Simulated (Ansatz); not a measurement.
# SiAsH2 (sextet): wave-function methods side by side, cc-pVTZ

The task here is to estimate one member of a computed series from the others.

Program: Ansatz 0.2.0, Gaussian basis. Level of theory: cc-pVTZ, core rule «outside noble gas», up to 19 orbitals frozen. These are calculated values, not measurements.

Plan: UHF; CCSD(T) on ROHF; CCSD(T) on UHF; BCCD(T) on ROHF; CCSDT(Q) on ROHF; CCSDT(Q) on UHF; CASSCF and MRCISD+Q, 11 electrons in 10 orbitals; CASSCF and NEVPT2, 11 electrons in 10 orbitals.

7 further runs of the same task are left out: 2 for a known fault of the program, 5 set aside as unsound or not needed. Runs told in other sessions of the task aren't counted.

## The system

The geometry is a PBE0/def2-TZVP stationary point (not a proven minimum) of the parent state, kept for this charge and spin. No spin-orbit coupling is included. The filled d shell of As may be among the frozen orbitals whatever the setting's name suggests.

4 atoms, charge 0, spin multiplicity 6.

Atoms are counted from 1 here; the program's logs count them from 0.

Bond lengths: Si1–As2 2.399 Å, Si1–H3 1.478 Å, Si1–H4 1.478 Å. Angles: As2–Si1–H3 121.2°, As2–Si1–H4 121.2°, H3–Si1–H4 117.6°.

The first run:

in.yaml reads:

```yaml
crystal:
  periodic: [false, false, false]
  atoms:
    - {symbol: Si, position_ang: [0.000000, 0.000000, 1.696441]}
    - {symbol: As, position_ang: [0.000000, 0.000000, -0.702186]}
    - {symbol: H, position_ang: [0.000000, 1.264239, 2.462181]}
    - {symbol: H, position_ang: [0.000000, -1.264239, 2.462181]}
basis:
  gaussian: {orbitals: cc-pVTZ}
magnetization: {spin_polarized: true, initial_magnetization: 5}
hamiltonian: {xc: hf}
output: {orbitals: {seedname: orbitals}}
```

Run with:

```console
ansatz run in.yaml --threads 1 --pin off --events-out ev --progress --plain --max-ram 4096MiB --backend cpu
```

Steps of the session up to this table: UHF; CCSD(T) on ROHF; CCSD(T) on UHF; BCCD(T) on ROHF; CCSDT(Q) on ROHF; CCSDT(Q) on UHF; CASSCF and MRCISD+Q, 11 electrons in 10 orbitals; CASSCF and NEVPT2, 11 electrons in 10 orbitals.

One of the session's tables, all rows but one given; the rest of the session is left out.

| method | from RCCSDT(Q) (meV) |
| --- | --- |
| ROHF | +6116.4 |
| UHF | +6010.6 |
| RMP2 | +1224.4 |
| UMP2 | +1207.9 |
| RCCSD | +274.2 |
| UCCSD | +250.8 |
| RCCSD(T) | +51.1 |
| UCCSD(T) | +29.5 |
| BCCD(T) | +50.3 |
| RCCSDT | +8.7 |
| UCCSDT | ? |
| RCCSDT(Q) | 0 |
| UCCSDT(Q) | -22.4 |
| CASSCF valence | +5278.3 |
| NEVPT2 valence | +1339.8 |
| MRCISD valence | +574.8 |
| MRCISD+Q valence | +115.4 |

**Question.** Estimate the row for UCCSDT.

The run gave: from RCCSDT(Q) (meV): -13.3. In the column «from RCCSDT(Q) (meV)» it lies between UCCSDT(Q) (-22.4) and RCCSDT(Q) (0).

To keep in mind: Restricted and unrestricted rows rest on different reference determinants; a gap between their highest levels can come from leftover correlation error, from unlike frozen cores or from another state.
